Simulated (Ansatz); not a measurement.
# AlH11Si4: a nudged elastic band in two tries

The task is a band of images between two relaxed ends. SMILES of the start: [SiH3][AlH][SiH]([SiH3])[SiH3].

All numbers below are computed with Ansatz 0.2.0 (RKS r2SCAN-D4/STO-3G).

## Step 1: The system as given

Bond lengths (14 of 15 bonds, heavy atoms first): Si1–Al2 2.299 Å, Al2–Si3 2.294 Å, Si3–Si4 2.254 Å, Si3–Si5 2.254 Å, Si1–H6 1.450 Å, Si1–H7 1.450 Å, Si1–H8 1.448 Å, Al2–H9 1.507 Å, Si3–H10 1.452 Å, Si4–H11 1.448 Å, Si4–H12 1.447 Å, Si4–H13 1.447 Å, Si5–H14 1.447 Å, Si5–H15 1.448 Å. Angles (14 of 27 angles, heavy atoms first): Si1–Al2–Si3 121.9°, Al2–Si3–Si4 112.9°, Al2–Si3–Si5 112.9°, Si4–Si3–Si5 108.0°, Si1–Al2–H9 118.8°, Si3–Al2–H9 119.3°, Al2–Si1–H6 112.5°, Al2–Si1–H7 112.5°, Al2–Si1–H8 114.4°, Al2–Si3–H10 111.2°, Si4–Si3–H10 105.6°, Si5–Si3–H10 105.6°, Si3–Si4–H11 111.5°, Si3–Si4–H12 111.4°.

Structure file:

```xyz
16

Si   -1.1476   -2.6866   -0.3935
Al    0.8397   -1.6555    0.1284
Si    1.0213    0.6263    0.2745
Si    0.5489    1.6699   -1.6665
Si   -0.2926    1.5087    1.8792
H    -1.5960   -3.5858    0.6512
H    -1.0527   -3.5004   -1.5893
H    -2.2500   -1.7766   -0.6262
H     2.0555   -2.5092    0.3813
H     2.3755    1.0251    0.6142
H     1.4314    1.2373   -2.7294
H    -0.8008    1.3851   -2.1040
H     0.6719    3.1082   -1.5661
H    -1.6900    1.2252    1.6325
H     0.0202    0.9596    3.1817
H    -0.1577    2.9461    1.9765
```

## Step 2: First attempt

Contents of input.yaml:

```yaml
crystal:
  periodic: [false, false, false]
  atoms:
    - { symbol: Si, position_ang: [-1.147625, -2.686609, -0.393543] }
    - { symbol: Al, position_ang: [0.839689, -1.655513, 0.128367] }
    - { symbol: Si, position_ang: [1.021332, 0.626267, 0.274518] }
    - { symbol: Si, position_ang: [0.548888, 1.669947, -1.666513] }
    - { symbol: Si, position_ang: [-0.292569, 1.508651, 1.879189] }
    - { symbol: H, position_ang: [-1.596021, -3.585818, 0.651184] }
    - { symbol: H, position_ang: [-1.052689, -3.500361, -1.589307] }
    - { symbol: H, position_ang: [-2.249956, -1.776638, -0.626223] }
    - { symbol: H, position_ang: [2.055499, -2.509163, 0.3813] }
    - { symbol: H, position_ang: [2.375484, 1.025129, 0.614174] }
    - { symbol: H, position_ang: [1.431421, 1.237339, -2.729417] }
    - { symbol: H, position_ang: [-0.800754, 1.385064, -2.103987] }
    - { symbol: H, position_ang: [0.671902, 3.108242, -1.566093] }
    - { symbol: H, position_ang: [-1.690014, 1.225248, 1.632456] }
    - { symbol: H, position_ang: [0.020211, 0.959636, 3.181703] }
    - { symbol: H, position_ang: [-0.157698, 2.946079, 1.976492] }
basis:
  gaussian: { orbitals: STO-3G }
hamiltonian:
  xc: r2scan
  dispersion: d4
neb:
  order_check: false
  images: 5
  f_tol: 0.05
  max_iterations: 8
  final_atoms:
    - { symbol: Si, position_ang: [-1.2324449, -2.63012042, -0.48685535] }
    - { symbol: Al, position_ang: [0.77739274, -1.68785141, 0.11098202] }
    - { symbol: Si, position_ang: [1.03697499, 0.58182716, 0.3163639] }
    - { symbol: Si, position_ang: [0.65521145, 1.68580174, -1.61122806] }
    - { symbol: Si, position_ang: [-0.29007705, 1.47264728, 1.90555958] }
    - { symbol: H, position_ang: [-1.74180252, -3.53654612, 0.52310097] }
    - { symbol: H, position_ang: [-1.13755791, -3.41737256, -1.70021795] }
    - { symbol: H, position_ang: [-2.29289727, -1.67270773, -0.72371362] }
    - { symbol: H, position_ang: [1.95384208, -2.5917008, 0.37555875] }
    - { symbol: H, position_ang: [2.39447807, 0.92337049, 0.7019931] }
    - { symbol: H, position_ang: [1.53535751, 1.23021033, -2.66645797] }
    - { symbol: H, position_ang: [-0.6982294, 1.47754559, -2.079005] }
    - { symbol: H, position_ang: [0.84802869, 3.1138286, -1.47946204] }
    - { symbol: H, position_ang: [-0.04901108, 0.86685373, 3.19810206] }
    - { symbol: H, position_ang: [-0.09266094, 2.89805864, 2.05720288] }
    - { symbol: H, position_ang: [-1.68950447, 1.26365549, 1.60237673] }
  initial_path: idpp
  relax_end_points: true
```

Started as:

```
> ansatz run input.yaml --threads 1 --pin off --max-ram 2048MiB --backend cpu --events-out ev --progress --plain --runs-dir out
```

**Question.** What will these runs give? Wanted: first try.

**Answer**, as computed:

| quantity | value |
| --- | --- |
| first try | refused |
| cause | relaxing the ends inside the band is not offered in a Gaussian basis |

In words: The fault in the first input was caught at the input check and cost nothing.
